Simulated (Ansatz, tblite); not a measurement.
PbF₂: GFN1-xTB, run from Python

These are simulated results from tblite 0.8.0, not measurements. The cell began as a database structure and was relaxed with r2SCAN+rVV10 in plane waves (Ansatz 0.2.0). All runs are without spin polarisation.

Space group Fm-3m (No. 225), cubic; conventional cell a = 5.892 Å, 17.04 Å³ an atom. Pb has 8 F at 2.55 Å; F has 4 Pb at 2.55 Å.

tblite solves periodic systems at the zone centre alone, so the script builds a cluster of 2×2×2 conventional cells (96 atoms), which folds in a coarse mesh of k points.

The script, run.py:

```python
import json
from ase import Atoms
from ase.build import make_supercell
from ase.units import Bohr, GPa, Hartree
from tblite.interface import Calculator

atoms = Atoms(['Pb', 'Pb', 'F', 'F', 'F', 'F'],
              cell=[[5.89161828, 0.0, 0.0], [0.0, 2.94581595, 2.94581641], [0.0, -2.94581595, 2.94581641]],
              scaled_positions=[[0.5, 0.969909221, 0.969909221], [0.0, 0.469909221, 0.469909221], [0.750005218, 0.96992246, 0.469921319], [0.249994782, 0.469921319, 0.96992246], [0.749994782, 0.46992246, 0.969921319], [0.250005218, 0.969921319, 0.46992246]],
              pbc=True)
cluster = make_supercell(atoms, [[2, 0, 0], [0, 2, -2], [0, 2, 2]])
calc = Calculator('GFN1-xTB', cluster.numbers, cluster.positions / Bohr, lattice=cluster.cell[:] / Bohr, periodic=cluster.pbc)
calc.set('temperature', 0.02 / Hartree)
calc.set('max-iter', 150)
res = calc.singlepoint()
levels = res.get('orbital-energies') * Hartree
nv = round(res.get('orbital-occupations').sum() / 2)
cells = len(cluster) // len(atoms)
out = {'energy_per_cell': res.get('energy') * Hartree / cells, 'homo': levels[nv - 1], 'lumo': levels[nv],
       'stress': (-res.get('virial') * Hartree / cluster.get_volume() / GPa).tolist(), 'charges': res.get('charges')[:len(atoms)].tolist(), 'electrons': 2 * nv / cells}
json.dump(out, open('results.json', 'w'))
for key, value in out.items():
    print(key, value)
```

Command: `python run.py`. It took 2.5 s on 1 thread of Arm Neoverse V1 (shared host), peak memory 0.11 GiB.

Output:

```
------------------------------------------------------------
  cycle        total energy    energy error   density error
------------------------------------------------------------
      1     -365.0469469038  -3.6469401E+02   9.0628766E-01
      2     -381.8845054427  -1.6837559E+01   2.3223405E-01
      3     -382.6865822591  -8.0207682E-01   2.1287818E-01
      4     -365.9125596136   1.6774023E+01   7.8630339E-01
      5     -381.7315320113  -1.5818972E+01   2.6187408E-01
      6     -383.8198090009  -2.0882770E+00   3.2060170E-02
      7     -383.8490977684  -2.9288767E-02   2.8251803E-03
      8     -383.8493063438  -2.0857537E-04   8.5025593E-05
      9     -383.8493045793   1.7644336E-06   2.5657679E-04
     10     -383.8493066556  -2.0763207E-06   1.8738985E-05
     11     -383.8493066664  -1.0761255E-08   4.8597130E-06
------------------------------------------------------------

 total:                                   1.719 sec
energy_per_cell -652.8169786803186
homo -16.408268670066235
lumo -12.745870047224464
stress [[-6.944044249116137, -7.002984457275753e-06, 7.002617743341766e-06], [-7.002984457366024e-06, -6.944154900034229, 7.001701207328074e-06], [7.0026177433351084e-06, 7.001701207383009e-06, -6.944162252074827]]
charges [0.6464921551350513, 0.6465385825215468, -0.32325214481462416, -0.32325837780482725, -0.32325475413381355, -0.3232557768118487]
electrons 36.0
```

The cycle table is in hartree for the whole cluster, and the lines after it are in eV (the energy for one cell). The printed stress is in GPa and positive in compression, and the pressure is its mean diagonal.

GFN1-xTB gives a gap of 3.66 eV. On the same cell, plane-wave PBE (Ansatz, 4×6×6 k points and the special points) gives a gap of 4.41 eV and r2SCAN a gap of 4.92 eV; on shared hosts these took about 15 and 39 core-seconds on the 6-atom cell, against 2.5 for the script. Spin-orbit coupling, left out in all these runs, can cut or reorder the gap by tenths of an eV, up to about 1 eV with Pb or Bi. xTB was fitted to molecules, so gaps, charges and pressures of solids can be far off, and the gap also depends on the size of the cluster.

The same script was run on cells scaled at fixed shape and fractional coordinates:

| volume (Å³/atom) | energy (meV/atom) | pressure (GPa, positive in compression) | gap (eV) |
| --- | --- | --- | --- |
| 15.00 | -19.0 | 5.53 | 4.05 |
| 16.02 | -29.2 | -1.92 | 3.86 |
| 17.04 | 0.0 | -6.94 | 3.66 |
| 18.06 | 55.8 | -10.31 | 3.47 |
| 19.09 | 128.5 | -12.11 | 3.28 |

A Birch-Murnaghan fit puts the minimum at 15.72 Å³/atom, 7.8 % below the given cell, with a bulk modulus of 106 GPa at fixed shape.

xTB was fitted mostly to molecules, and a small cluster samples few k points, so gaps, pressures and kinks along a curve can be far from a solid's.

No spin-orbit coupling is included; it can move band edges with weight on the heavy atoms by tenths of an eV.
